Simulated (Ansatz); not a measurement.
# C₄H₈O₃: ionisation energy by level of theory

An exercise on one series of results from a longer session: the logs are not shown, and one member is left open.

The runs use Ansatz 0.2.0, Gaussian basis; unrestricted cation, the program's frozen cores in correlated methods.

The runs, in order: UKS PBE-D4/def2-TZVPP; UKS r2SCAN-D4/def2-TZVPP; UKS PBE0-D4/def2-TZVPP; UKS B3LYP-D4/def2-TZVPP; UKS wB97X-V/def2-TZVPP; UKS wB97M-V/def2-TZVPP; UKS B2PLYP/def2-TZVPP; UHF-CCSD(T)/def2-TZVPP; UHF-MP2/def2-QZVPP; extrapolation to the limit; then −ε(HOMO) from the neutral's earlier runs with LDA (SPW92), PBE-D4, revPBE-D4, BLYP-D4, r2SCAN-D4, B97M-V, PBE0-D4, B3LYP-D4, r2SCANh-D4, r2SCAN0-D4, HSE06-D4, BHLYP-D4, CAM-B3LYP-D4, LC-ωPBE, ωB97X-V, ωB97M-V.

### The relaxed structure

All runs share one geometry, relaxed beforehand with PBE0-D4 in a triple-zeta def2 set.

SMILES `COC1OCCO1`, 15 atoms, charge 0, spin multiplicity 1.

Atoms are counted from 1 here; the program's logs count them from 0.

Bond lengths: C1–O2 1.408 Å, C1–H8 1.089 Å, C1–H9 1.098 Å, C1–H10 1.094 Å, O2–C3 1.391 Å, C3–O4 1.394 Å, C3–O7 1.375 Å, C3–H11 1.096 Å, O4–C5 1.420 Å, C5–C6 1.536 Å, C5–H12 1.091 Å, C5–H13 1.093 Å, C6–O7 1.420 Å, C6–H14 1.090 Å, C6–H15 1.093 Å. Angles: O2–C1–H8 107.0°, O2–C1–H9 111.1°, O2–C1–H10 111.6°, H8–C1–H9 108.8°, H8–C1–H10 109.5°, H9–C1–H10 108.7°, C1–O2–C3 113.1°, O2–C3–O4 112.0°, O2–C3–O7 108.3°, O2–C3–H11 110.9°, O4–C3–O7 107.0°, O4–C3–H11 108.3°, O7–C3–H11 110.3°, C3–O4–C5 106.5°, O4–C5–C6 104.1°, O4–C5–H12 107.9°, O4–C5–H13 110.7°, C6–C5–H12 113.2° and more.

Coordinates:

| atom | x (Å) | y (Å) | z (Å) |
| --- | --- | --- | --- |
| C1 | 0.4660 | -1.4275 | 1.7350 |
| O2 | -0.1696 | -1.2043 | 0.4981 |
| C3 | 0.6114 | -0.4765 | -0.3942 |
| O4 | 0.8135 | 0.8336 | 0.0372 |
| C5 | -0.3091 | 1.5818 | -0.4065 |
| C6 | -0.9425 | 0.6991 | -1.4926 |
| O7 | -0.0567 | -0.4060 | -1.5943 |
| H8 | -0.1987 | -2.0558 | 2.3263 |
| H9 | 1.4218 | -1.9511 | 1.6000 |
| H10 | 0.6515 | -0.4898 | 2.2679 |
| H11 | 1.5911 | -0.9494 | -0.5314 |
| H12 | 0.0539 | 2.5374 | -0.7880 |
| H13 | -1.0013 | 1.7659 | 0.4196 |
| H14 | -0.9892 | 1.1821 | -2.4691 |
| H15 | -1.9421 | 0.3603 | -1.2080 |

Set-up of the first run:

The input, in.yaml:

```yaml
crystal:
  periodic: [false, false, false]
  atoms:
    - {symbol: C, position_ang: [0.466009, -1.427494, 1.735019]}
    - {symbol: O, position_ang: [-0.169650, -1.204268, 0.498149]}
    - {symbol: C, position_ang: [0.611447, -0.476472, -0.394228]}
    - {symbol: O, position_ang: [0.813469, 0.833617, 0.037234]}
    - {symbol: C, position_ang: [-0.309130, 1.581776, -0.406531]}
    - {symbol: C, position_ang: [-0.942461, 0.699076, -1.492646]}
    - {symbol: O, position_ang: [-0.056655, -0.406013, -1.594335]}
    - {symbol: H, position_ang: [-0.198704, -2.055788, 2.326337]}
    - {symbol: H, position_ang: [1.421771, -1.951093, 1.599985]}
    - {symbol: H, position_ang: [0.651459, -0.489783, 2.267894]}
    - {symbol: H, position_ang: [1.591117, -0.949354, -0.531370]}
    - {symbol: H, position_ang: [0.053881, 2.537415, -0.787962]}
    - {symbol: H, position_ang: [-1.001270, 1.765918, 0.419557]}
    - {symbol: H, position_ang: [-0.989166, 1.182115, -2.469071]}
    - {symbol: H, position_ang: [-1.942106, 0.360349, -1.208041]}
basis:
  gaussian: {orbitals: def2-TZVPP}
total_charge: 1
magnetization: {spin_polarized: true, initial_magnetization: 1}
hamiltonian: {xc: pbe, dispersion: d4}
```

Command:

```bash
> ansatz run in.yaml --threads 2 --pin off --events-out ev --progress --plain --max-ram 22528MiB --backend cuda --devices 0, --max-vram 18GiB
```

Steps of the session up to this table: Cation, UKS PBE-D4/def2-TZVPP; Cation, UKS r2SCAN-D4/def2-TZVPP; Cation, UKS PBE0-D4/def2-TZVPP; Cation, UKS B3LYP-D4/def2-TZVPP; Cation, UKS wB97X-V/def2-TZVPP; Cation, UKS wB97M-V/def2-TZVPP; Cation, UKS B2PLYP (frozen core)/def2-TZVPP; Cation, UHF-CCSD(T)/def2-TZVPP; Cation, UHF-MP2/def2-QZVPP.

One table of the session follows, with a row left open; its other results are not shown here.

It belongs to the step «Ionisation energies side by side». For comparison, −ε(HOMO) of the neutral from earlier runs:

| functional | −ε(HOMO) (eV) |
| --- | --- |
| LDA (SPW92) | 6.13 |
| PBE-D4 | 5.99 |
| revPBE-D4 | 5.93 |
| BLYP-D4 | 5.92 |
| r2SCAN-D4 | 6.33 |
| B97M-V | 6.51 |
| PBE0-D4 | 7.64 |
| B3LYP-D4 | 7.40 |
| r2SCANh-D4 | 6.95 |
| r2SCAN0-D4 | 7.88 |
| HSE06-D4 | 7.23 |
| BHLYP-D4 | 9.26 |
| CAM-B3LYP-D4 | 9.12 |
| LC-ωPBE | 10.42 |
| ωB97X-V | ? |
| ωB97M-V | 10.07 |

Q: Estimate the row for ωB97X-V from the others.

The run gave: −ε(HOMO) (eV): 10.12. In the column «−ε(HOMO) (eV)» it lies between ωB97M-V (10.07) and LC-ωPBE (10.42).
